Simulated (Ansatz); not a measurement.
# Cl (sc type): a single-point run

Aim: a sound single-point run of Cl (sc type).

Method: DFT, PBEsol, PAW with Ansatz's default frozen-core files, scalar-relativistic, in Ansatz 0.2.0.

1 further run of the same task is left out (set aside as unsound or not needed). Runs told in other sessions of the task aren't counted.

## 1. The starting structure

It takes space group Pm-3m (No. 221, cubic). The conventional cell has a = 4.675 Å, b = 4.675 Å, c = 4.675 Å, α = 90.00°, β = 90.00°, γ = 90.00°.

Structure file:

```cif
data_structure
_symmetry_space_group_name_H-M 'Pm-3m'
_symmetry_Int_Tables_number 221
_cell_length_a 4.6752
_cell_length_b 4.6752
_cell_length_c 4.6752
_cell_angle_alpha 90.000
_cell_angle_beta 90.000
_cell_angle_gamma 90.000
_cell_volume 102.19
loop_
_atom_site_label
_atom_site_type_symbol
_atom_site_symmetry_multiplicity
_atom_site_Wyckoff_symbol
_atom_site_fract_x
_atom_site_fract_y
_atom_site_fract_z
_atom_site_occupancy
Cl1 Cl 1 a 0.00000 0.00000 0.00000 1
```

## 2. The calculation

Input file input.yaml:

```yaml
crystal:
  lattice:
    - [4.67516036, 0.0, 0.0]
    - [0.0, 4.67516036, 0.0]
    - [0.0, 0.0, 4.67516036]
  atoms:
    - { symbol: Cl, position: [0.0, 0.0, 0.0] }
kpoints:
  mp_grid: { grid: [15, 15, 15] }
scf:
  occupations: { method: fermi_dirac, width: 0.08 }
  max_iter: 50
hamiltonian:
  xc: pbesol
  pseudopotentials: { kind: paw }
output:
  forces: true
  stress: true
  eigenvalues: true
  populations: true
```

On the command line:

```sh
$ ansatz run input.yaml --threads 1 --pin off --max-ram 2048MiB --backend cpu --events-out ev --progress --plain --runs-dir out
```

**Question.** How will this run end, and is anything wrong with its input?

This run ends as converged. Convergence says nothing about whether the input makes sense.

The atoms are pulled far apart, so the bonds are broken and near-degenerate levels make the SCF hard. The shortest distance in the input is 4.68 Å.

What to do: restore the intended geometry.
